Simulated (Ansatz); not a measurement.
**BGeH₇InNOS: one species, many methods**

One table from this session's results is given with a row withheld; the runs are named, their logs left out.

The runs use Ansatz 0.2.0, Gaussian basis; functionals in def2-TZVPP, the program's frozen cores in correlated methods.

The runs, in order: LDA (SPW92), PBE-D4, revPBE-D4, BLYP-D4, r2SCAN-D4, B97M-V, PBE0-D4, B3LYP-D4, r2SCANh-D4, r2SCAN0-D4, HSE06-D4, BHLYP-D4, CAM-B3LYP-D4, LC-ωPBE, ωB97X-V, ωB97M-V, B2PLYP, PBE-QIDH; CCSD(T)/def2-SVP; CCSD(T)/def2-TZVPP; MP2/def2-QZVPP; extrapolation to the limit; RPA on PBE.

### Structure used throughout

The geometry comes from an earlier relaxation with PBE0-D4 in a triple-zeta def2 set; it is a stationary point, not always the lowest conformer. In takes the def2 core potential; no spin-orbit term is included.

SMILES `OB[N]([InH2])[GeH2][SH]`, 13 atoms, charge 0, spin multiplicity 1.

Atoms are counted from 1 here; the program's logs count them from 0.

Bond lengths: O1–B2 1.371 Å, O1–H7 0.961 Å, B2–N3 1.409 Å, B2–H8 1.207 Å, N3–In4 2.140 Å, N3–Ge5 1.808 Å, In4–H9 1.715 Å, In4–H10 1.714 Å, Ge5–S6 2.304 Å, Ge5–H11 1.535 Å, Ge5–H12 1.537 Å, S6–H13 1.345 Å. Angles: B2–O1–H7 114.1°, O1–B2–N3 124.5°, O1–B2–H8 114.4°, N3–B2–H8 121.1°, B2–N3–In4 132.5°, B2–N3–Ge5 120.5°, In4–N3–Ge5 105.0°, N3–In4–H9 112.5°, N3–In4–H10 113.1°, H9–In4–H10 131.0°, N3–Ge5–S6 97.8°, N3–Ge5–H11 116.7°, N3–Ge5–H12 116.1°, S6–Ge5–H11 109.2°, S6–Ge5–H12 101.6°, H11–Ge5–H12 112.8°, Ge5–S6–H13 93.8°.

Set-up of the first run:

in.yaml

```yaml
crystal:
  periodic: [false, false, false]
  atoms:
    - {symbol: O, position_ang: [0.853499, -1.526436, 2.225617]}
    - {symbol: B, position_ang: [0.379481, -1.534965, 0.939158]}
    - {symbol: N, position_ang: [0.348830, -0.408434, 0.092915]}
    - {symbol: In, position_ang: [0.619335, 1.682518, 0.458478]}
    - {symbol: Ge, position_ang: [-0.440425, -0.501589, -1.530614]}
    - {symbol: S, position_ang: [-1.288939, 1.639945, -1.588459]}
    - {symbol: H, position_ang: [1.161552, -0.666556, 2.523715]}
    - {symbol: H, position_ang: [-0.027930, -2.607428, 0.564747]}
    - {symbol: H, position_ang: [-0.151675, 2.201876, 1.899890]}
    - {symbol: H, position_ang: [1.924318, 2.357663, -0.425097]}
    - {symbol: H, position_ang: [-1.591239, -1.505514, -1.680890]}
    - {symbol: H, position_ang: [0.503868, -0.493142, -2.743726]}
    - {symbol: H, position_ang: [-2.290654, 1.362051, -0.735723]}
basis:
  gaussian: {orbitals: def2-TZVPP}
hamiltonian: {xc: lda}
output: {orbitals: {seedname: orbitals}}
```

The run is started by

```
ansatz run in.yaml --threads 2 --pin off --events-out ev --progress --plain --max-ram 32768MiB --backend cuda --devices 0, --max-vram 18GiB
```

Steps of the session up to this table: LDA; PBE-D4 (GGA); revPBE-D4 (GGA); BLYP-D4 (GGA); r2SCAN-D4 (meta-GGA); B97M-V (meta-GGA); B3LYP-D4 (hybrid); r2SCANh-D4 (hybrid); r2SCAN0-D4 (hybrid); HSE06-D4 (hybrid); BHLYP-D4 (hybrid); CAM-B3LYP-D4 (range-separated); LC-ωPBE (range-separated); ωB97X-V (range-separated); ωB97M-V (range-separated); B2PLYP (double hybrid); PBE-QIDH (double hybrid).

One of the session's tables, all rows but one given; the rest of the session is left out.

It belongs to the step «Orbital energies across the functionals». 

```
  functional  HOMO (eV)  gap (eV)
 LDA (SPW92)      -6.26      4.15
      PBE-D4      -6.11      4.28
   revPBE-D4      -6.05      4.35
     BLYP-D4      -5.97      4.22
   r2SCAN-D4      -6.38      4.88
      B97M-V      -6.49      4.74
     PBE0-D4      -7.38      6.28
    B3LYP-D4          ?         ?
  r2SCANh-D4      -6.85      5.60
  r2SCAN0-D4      -7.57      6.66
    HSE06-D4      -6.98      5.53
    BHLYP-D4      -8.54      8.11
CAM-B3LYP-D4      -8.69      8.40
     LC-ωPBE     -10.03     10.80
     ωB97X-V      -9.70     10.32
     ωB97M-V      -9.60      9.88
```

Q: Estimate the row for B3LYP-D4 from the others.

Worked estimate for «HOMO (eV)». Against the share of exact exchange, BLYP-D4 (0, -5.97), BHLYP-D4 (0.5, -8.54) give a slope of -5.14 per unit share; at 0.2 the line stands at -7.00.

**Answer.** HOMO (eV): -7.14; gap (eV): 5.81. In «HOMO (eV)» the line misses by +0.14.
